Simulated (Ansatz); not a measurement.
**C₂H₇OY: small, medium and large basis sets**

One table from this session's results is given with a row withheld; the runs are named, their logs left out.

The runs use Ansatz 0.2.0, Gaussian basis; one geometry, several basis sets.

The runs, in order: PBE0-D4/def2-SVP; ωB97M-V/def2-SVP; PBE0-D4/def2-QZVPP; ωB97M-V/def2-QZVPP; the functionals' def2-TZVPP values are taken from earlier runs.

1 further run of the same task is left out (for a known fault of the program).

**Structure used throughout**

An earlier PBE0-D4 in a triple-zeta def2 set relaxation fixed the geometry. Y takes the def2 core potential; no spin-orbit term is included.

SMILES `[CH3][Y]([CH3])[OH]`, 11 atoms, charge 0, spin multiplicity 1.

Atoms are counted from 1 here; the program's logs count them from 0.

Bond lengths: C1–Y2 2.359 Å, C1–H5 1.097 Å, C1–H6 1.100 Å, C1–H7 1.100 Å, Y2–C3 2.359 Å, Y2–O4 2.004 Å, C3–H8 1.099 Å, C3–H9 1.099 Å, C3–H10 1.098 Å, O4–H11 0.953 Å. Angles: Y2–C1–H5 115.7°, Y2–C1–H6 109.3°, Y2–C1–H7 112.7°, H5–C1–H6 106.1°, H5–C1–H7 106.8°, H6–C1–H7 105.5°, C1–Y2–C3 110.4°, C1–Y2–O4 115.4°, C3–Y2–O4 115.1°, Y2–C3–H8 110.6°, Y2–C3–H9 111.9°, Y2–C3–H10 115.3°, H8–C3–H9 106.0°, H8–C3–H10 105.7°, H9–C3–H10 106.8°, Y2–O4–H11 170.7°.

As a file:

```mol
C2H7OY
  3D, bonds by distance, orders not assigned

 11 10  0  0  0  0  0  0  0  0999 V2000
   -0.6764    1.7298   -0.8516 C   0  0
    0.1284   -0.4821   -0.6941 Y   0  0
    1.3856   -0.7629    1.2824 C   0  0
   -1.2255   -1.9156   -1.0497 O   0  0
   -1.3876    1.9204   -1.6647 H   0  0
   -1.1988    1.9931    0.0798 H   0  0
    0.1310    2.4696   -0.9555 H   0  0
    0.7211   -0.9221    2.1431 H   0  0
    1.9803    0.1307    1.5197 H   0  0
    2.0796   -1.6142    1.2812 H   0  0
   -1.9378   -2.5467   -1.0904 H   0  0
  1  2  8  0
  2  3  8  0
  2  4  8  0
  1  5  8  0
  1  6  8  0
  1  7  8  0
  3  8  8  0
  3  9  8  0
  3 10  8  0
  4 11  8  0
M  END
```

Set-up of the first run:

Contents of in.yaml:

```yaml
crystal:
  periodic: [false, false, false]
  atoms:
    - {symbol: C, position_ang: [-0.676373, 1.729796, -0.851642]}
    - {symbol: Y, position_ang: [0.128367, -0.482138, -0.694135]}
    - {symbol: C, position_ang: [1.385552, -0.762874, 1.282370]}
    - {symbol: O, position_ang: [-1.225452, -1.915641, -1.049653]}
    - {symbol: H, position_ang: [-1.387641, 1.920403, -1.664686]}
    - {symbol: H, position_ang: [-1.198754, 1.993124, 0.079803]}
    - {symbol: H, position_ang: [0.130982, 2.469583, -0.955533]}
    - {symbol: H, position_ang: [0.721114, -0.922058, 2.143107]}
    - {symbol: H, position_ang: [1.980339, 0.130737, 1.519653]}
    - {symbol: H, position_ang: [2.079649, -1.614190, 1.281153]}
    - {symbol: H, position_ang: [-1.937784, -2.546742, -1.090447]}
basis:
  gaussian: {orbitals: def2-SVP}
hamiltonian: {xc: pbe0, dispersion: d4}
output: {orbitals: {seedname: orbitals}}
```

Command:

```sh
$ ansatz run in.yaml --threads 4 --pin off --events-out ev --progress --plain --max-ram 10444MiB
```

Steps of the session up to this table: PBE0-D4 in def2-SVP; ωB97M-V in def2-SVP; PBE0-D4 in def2-QZVPP; ωB97M-V in def2-QZVPP.

One of the session's tables, all rows but one given; the rest of the session is left out.

It belongs to the step «Functionals by basis». 

| functional | basis | HOMO (eV) | LUMO (eV) |
| --- | --- | --- | --- |
| PBE0-D4 | def2-SVP | -6.02 | -1.56 |
| PBE0-D4 | def2-TZVPP | -6.17 | -1.65 |
| PBE0-D4 | def2-QZVPP | -6.20 | -1.66 |
| ωB97M-V | def2-SVP | -8.27 | -0.50 |
| ωB97M-V | def2-TZVPP | ? | ? |
| ωB97M-V | def2-QZVPP | -8.45 | -0.68 |

Estimate the missing values for ωB97M-V, def2-TZVPP.

As computed: HOMO (eV): -8.43; LUMO (eV): -0.62. In the column «HOMO (eV)» it lies between ωB97M-V, def2-QZVPP (-8.45) and ωB97M-V, def2-SVP (-8.27).
